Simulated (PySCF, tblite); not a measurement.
**C6H12GeO: geometry, infrared bands and NMR shifts**

Aim: predict the infrared bands and NMR shifts of C6H12GeO (`C=CCC/C=C\[O][GeH3]`).

Programs: tblite 0.8.0 and PySCF 2.14.0, with density-fitted response routines of our own. Each step states its level of theory. These are calculated values for one molecule in the gas phase, unless marked as measured. Atoms are numbered from 0 throughout.

### Step 1. The molecule as given

20 atoms, charge 0, multiplicity 1; geometry from: force field or distance geometry start.

Bonds of the start (Å): C0–C1 1.34, C1–C2 1.50, C2–C3 1.53, C3–C4 1.47, C4–C5 1.35, C5–O6 1.38, O6–Ge7 1.79, C0–H8 1.08, C0–H9 1.10, C1–H10 1.09, C2–H11 1.09, C2–H12 1.09, C3–H13 1.11, C3–H14 1.13, C4–H15 1.07, C5–H16 1.08, Ge7–H17 1.55, Ge7–H18 1.56, Ge7–H19 1.55.

### Step 2. Geometry optimisation with GFN2-xTB

The job: settings as JSON, then the geometry in Å.

```
{"job": {"kind": "relax", "xc": "GFN2-xTB", "basis": "xTB"}, "charge": 0, "multiplicity": 1}
C      2.863400    -0.879700    -0.368700
C      2.320400    -0.197800     0.648600
C      0.951500    -0.513500     1.176200
C      0.160000     0.781800     0.998900
C      0.172400     1.098700    -0.433000
C     -1.035000     1.170800    -1.031800
O     -2.184500     0.950000    -0.295600
Ge    -3.201700    -0.485900    -0.649400
H      3.851400    -0.678400    -0.755300
H      2.298200    -1.676900    -0.865600
H      2.878400     0.588200     1.149700
H      1.053700    -0.821400     2.212700
H      0.566000    -1.349200     0.588400
H     -0.865600     0.646500     1.412100
H      0.609800     1.596400     1.638000
H      1.085600     1.270600    -0.973000
H     -1.033300     1.412400    -2.084500
H     -2.458000    -1.811100    -0.330100
H     -4.544100    -0.383300     0.133300
H     -3.493700    -0.533500    -2.174100
```

Run with:

```bash
$ OMP_NUM_THREADS=1 python probes_run.py task.json out
```

The driver reads the jobs from task.json and runs them one after another.

**Question.** This job is followed by: GFN2-xTB harmonic vibrations, gas phase; GIAO PBE0/pcSseg-1 NMR shielding, non-relativistic, gas phase. What will the session give for the following? strongest single infrared mode (GFN2-xTB); zero-point energy (GFN2-xTB); 13C shifts against TMS (PBE0/pcSseg-1); 1H shifts against TMS (PBE0/pcSseg-1, means over atoms taken as alike); 17O shifts against H2O (PBE0/pcSseg-1); 73Ge shifts against GeMe4 (PBE0/pcSseg-1).

As calculated:

| quantity | value |
| --- | --- |
| strongest single infrared mode (GFN2-xTB) | 1980 cm⁻¹, 536 km/mol |
| zero-point energy (GFN2-xTB) | 97.1 kcal/mol |
| 13C shifts against TMS (PBE0/pcSseg-1) | 150.8, 148.1, 122.7, 120.5, 42.3, 26.6 ppm |
| 1H shifts against TMS (PBE0/pcSseg-1, means over atoms taken as alike) | 6.60, 6.06, 5.41, 5.33, 5.09, 5.03, 2.31, 2.23 ppm |
| 17O shifts against H2O (PBE0/pcSseg-1) | 67.1 ppm |
| 73Ge shifts against GeMe4 (PBE0/pcSseg-1) | -74 ppm |

Over 121 steps the energy fell by 0.547 eV; of the close pairs, Ge7–H18 changed most, 1.557 to 1.490 Å. All 54 modes are real, so the xTB geometry is a minimum. The strongest single mode, at 1980 cm⁻¹, moves mainly H17 and H19. GFN2-xTB is a fitted tight-binding method: band positions and strengths are rough. Its intensities can rank the bands wrongly. At PBE0/pcSseg-1: Shielding is most anisotropic at Ge7 (span 350 ppm, paramagnetic term -1352 ppm). Spin-orbit coupling is left out, which matters for shieldings and couplings at and beside the heavy atoms.
